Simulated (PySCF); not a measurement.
Crystal: S2C, in a box.

```
CELL_PARAMETERS angstrom
12.00000 0.00000 0.00000
0.00000 10.00000 0.00000
0.00000 0.00000 11.00000
ATOMIC_POSITIONS crystal
S 0.61417 0.48650 0.56937
C 0.50108 0.50210 0.50309
S 0.38800 0.51770 0.43681
```

Base run:

| Item | Value |
| --- | --- |
| Program | PySCF 2.14.0 |
| Functional | M06-L |
| Potentials or basis | 6-31g* (all-electron) |
| k mesh | 1 × 1 × 1 |
| Occupations | fixed |
| Spin | no spin polarisation |

Its results: gap between the frontier levels 4.54 eV.

Question: The run is repeated on the same cell with these changes: functional from M06-L to WC. What comes out?

Answer: Gap between the frontier levels 4.15 eV.

Caveats: this is a molecule in a periodic box at the Γ point, so its band gap is the HOMO-LUMO gap; the basis of atomic orbitals isn't converged, which shifts pressures, moduli and gaps.

A k mesh can miss the band edges.

Not every run made on this cell is shown here.
